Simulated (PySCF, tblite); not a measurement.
# CH4BBrO2: geometry, infrared bands, NMR shifts and spin-spin couplings

What infrared bands, NMR shifts and spin-spin couplings should CH4BBrO2 (`COB(O)Br`) show?

Computed with tblite 0.8.0 and PySCF 2.14.0, with density-fitted response routines of our own, on a single molecule in the gas phase. Atoms are numbered from 0 throughout.

**1. The starting structure**

9 atoms, charge 0, multiplicity 1; geometry from: force field or distance geometry start.

Bonds of the start (Å): C0–O1 1.39, O1–B2 1.47, B2–O3 1.44, B2–Br4 2.01, C0–H5 1.10, C0–H6 1.11, C0–H7 1.12, O3–H8 0.97.

**2. Optimising the geometry with GFN2-xTB**

Job settings and geometry (Å):

```
{"job": {"kind": "relax", "xc": "GFN2-xTB", "basis": "xTB"}, "charge": 0, "multiplicity": 1}
C     -1.191100    -0.439300     0.116100
O     -0.322500     0.036800     1.085700
B      0.857500     0.526400     0.351200
O      1.898800    -0.420100     0.040800
Br     0.434500     2.049700    -0.893400
H     -0.945900    -1.443000    -0.247300
H     -1.243800     0.229100    -0.764600
H     -2.191500    -0.494800     0.611900
H      2.717600    -0.038900    -0.325500
```

Command:

```bash
OMP_NUM_THREADS=1 python probes_run.py task.json out
```

This one command runs all jobs of the session in turn.

**Question.** This job is followed by: GFN2-xTB harmonic vibrations, gas phase; GIAO PBE0/pcSseg-1 NMR shielding, non-relativistic, gas phase; B3LYP/pcJ-1 Br:pcSseg-1 indirect spin-spin coupling, non-relativistic, gas phase. What will the session give for the following? strongest single infrared mode (GFN2-xTB); zero-point energy (GFN2-xTB); 13C shifts against TMS (PBE0/pcSseg-1); 1H shifts against TMS (PBE0/pcSseg-1, means over atoms taken as alike); 17O shifts against H2O (PBE0/pcSseg-1); 11B shifts against BF3·OEt2 (PBE0/pcSseg-1); 79Br shifts against HBr (PBE0/pcSseg-1); largest coupling of the table (B3LYP/pcSseg-1+pcJ-1).

**Answer**, as computed:

| quantity | value |
| --- | --- |
| strongest single infrared mode (GFN2-xTB) | 999 cm⁻¹, 531 km/mol |
| zero-point energy (GFN2-xTB) | 37.4 kcal/mol |
| 13C shifts against TMS (PBE0/pcSseg-1) | 58.3 ppm |
| 1H shifts against TMS (PBE0/pcSseg-1, means over atoms taken as alike) | 4.52, 4.15 ppm |
| 17O shifts against H2O (PBE0/pcSseg-1) | 144.2, 117.7 ppm |
| 11B shifts against BF3·OEt2 (PBE0/pcSseg-1) | 21.8 ppm |
| 79Br shifts against HBr (PBE0/pcSseg-1) | 24 ppm |
| largest coupling of the table (B3LYP/pcSseg-1+pcJ-1) | 1J(C,H) C0–H5, 149.8 Hz |

In words: The optimisation took 51 steps and gained 1.393 eV; among the close pairs (by a distance rule), O1–B2 changed most, from 1.474 to 1.324 Å. No mode is imaginary among the 21: a minimum at this level. The strongest single mode, at 999 cm⁻¹, is carried by B2, H8, C0, O1. GFN2-xTB is a fitted tight-binding method: band positions and strengths are rough. Its intensities can rank the bands wrongly. At PBE0/pcSseg-1: Shielding is most anisotropic at Br4 (span 621 ppm, paramagnetic term -528 ppm). Of the pairs tabulated at B3LYP/pcSseg-1+pcJ-1, C0–H5 (mean over like pairs) couples most strongly (149.8 Hz; Fermi contact 148.7 Hz). Couplings across rotatable bonds belong to this one conformer; where others are populated, the observed values are averages. Spin-orbit coupling is left out, which matters for shieldings and couplings at and beside the heavy atoms.
